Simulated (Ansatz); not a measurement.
# ClF3HNbO: up Jacob's ladder to CCSD(T)

An exercise on one series of results from a longer session: the logs are not shown, and one member is left open.

Program: Ansatz 0.2.0, Gaussian basis. Level of theory: functionals in def2-TZVPP, the program's frozen cores in correlated methods. These are calculated values, not measurements.

The runs, in order: LDA (SPW92), PBE-D4, revPBE-D4, BLYP-D4, r2SCAN-D4, B97M-V, PBE0-D4, B3LYP-D4, r2SCANh-D4, r2SCAN0-D4, HSE06-D4, BHLYP-D4, CAM-B3LYP-D4, LC-ωPBE, ωB97X-V, ωB97M-V, B2PLYP, PBE-QIDH; CCSD(T)/def2-SVP; CCSD(T)/def2-TZVPP; MP2/def2-QZVPP; extrapolation to the limit; RPA on PBE.

## The geometry

An earlier PBE0-D4 in a triple-zeta def2 set relaxation fixed the geometry. Nb takes the def2 core potential; no spin-orbit term is included.

7 atoms, charge 0, spin multiplicity 1.

Atoms are counted from 1 here; the program's logs count them from 0.

Bond lengths: O1–Nb2 1.852 Å, O1–H7 0.956 Å, Nb2–F3 1.841 Å, Nb2–F4 1.841 Å, Nb2–F5 1.842 Å, Nb2–Cl6 2.331 Å. Angles: Nb2–O1–H7 179.5°, O1–Nb2–F3 91.2°, O1–Nb2–F4 91.2°, O1–Nb2–F5 91.1°, O1–Nb2–Cl6 179.9°, F3–Nb2–F4 119.9°, F3–Nb2–F5 120.0°, F3–Nb2–Cl6 88.9°, F4–Nb2–F5 120.0°, F4–Nb2–Cl6 88.9°, F5–Nb2–Cl6 88.8°.

Geometry (Å):

```xyz
7
ClF3HNbO
O     0.4497   -1.2766   -0.7533
Nb   -0.0832    0.2508    0.1493
F     0.9954   -0.1731    1.5802
F    -1.8389   -0.3036    0.1280
F     0.5617    1.3181   -1.2059
Cl   -0.7516    2.1762    1.2815
H     0.7281   -2.0598   -1.2253
```

The first run:

The input, in.yaml:

```yaml
crystal:
  periodic: [false, false, false]
  atoms:
    - {symbol: O, position_ang: [0.449733, -1.276555, -0.753261]}
    - {symbol: Nb, position_ang: [-0.083168, 0.250818, 0.149283]}
    - {symbol: F, position_ang: [0.995430, -0.173147, 1.580162]}
    - {symbol: F, position_ang: [-1.838920, -0.303559, 0.127981]}
    - {symbol: F, position_ang: [0.561675, 1.318069, -1.205945]}
    - {symbol: Cl, position_ang: [-0.751578, 2.176176, 1.281518]}
    - {symbol: H, position_ang: [0.728128, -2.059804, -1.225338]}
basis:
  gaussian: {orbitals: def2-TZVPP}
hamiltonian: {xc: lda}
output: {orbitals: {seedname: orbitals}}
```

Launch:

```sh
$ ansatz run in.yaml --threads 4 --pin off --events-out ev --progress --plain --max-ram 10444MiB
```

Among the steps run: LDA; PBE-D4 (GGA); revPBE-D4 (GGA); BLYP-D4 (GGA); r2SCAN-D4 (meta-GGA); B97M-V (meta-GGA); B3LYP-D4 (hybrid); r2SCANh-D4 (hybrid); r2SCAN0-D4 (hybrid); HSE06-D4 (hybrid); BHLYP-D4 (hybrid); CAM-B3LYP-D4 (range-separated); LC-ωPBE (range-separated); ωB97X-V (range-separated); ωB97M-V (range-separated); B2PLYP (double hybrid); PBE-QIDH (double hybrid).

One table of the session follows, with a row left open; its other results are not shown here.

It belongs to the step «Frontier levels by functional». 

| functional | HOMO (eV) | LUMO (eV) | gap (eV) |
| --- | --- | --- | --- |
| LDA (SPW92) | -7.99 | -3.89 | 4.09 |
| PBE-D4 | -7.79 | -3.66 | 4.13 |
| revPBE-D4 | -7.71 | -3.57 | 4.14 |
| BLYP-D4 | -7.63 | -3.57 | 4.06 |
| r2SCAN-D4 | -8.17 | -3.66 | 4.51 |
| B97M-V | -8.24 | -3.61 | 4.63 |
| PBE0-D4 | -9.24 | -3.00 | 6.24 |
| B3LYP-D4 | -8.96 | -3.23 | 5.73 |
| r2SCANh-D4 | -8.70 | -3.40 | 5.30 |
| r2SCAN0-D4 | -9.50 | -2.99 | 6.51 |
| HSE06-D4 | -8.84 | -3.38 | 5.46 |
| BHLYP-D4 | ? | ? | ? |
| CAM-B3LYP-D4 | -10.60 | -1.93 | 8.66 |
| LC-ωPBE | -11.98 | -0.74 | 11.24 |
| ωB97X-V | -11.61 | -0.82 | 10.79 |
| ωB97M-V | -11.47 | -0.84 | 10.63 |

Q: Estimate the row for BHLYP-D4 from the others.

Worked estimate for «HOMO (eV)». Against the share of exact exchange, BLYP-D4 (0, -7.63), B3LYP-D4 (0.2, -8.96) give a slope of -6.65 per unit share; at 0.5 the line stands at -10.95.

As computed: HOMO (eV): -10.55; LUMO (eV): -2.17; gap (eV): 8.38. In «HOMO (eV)» the line misses by -0.40.
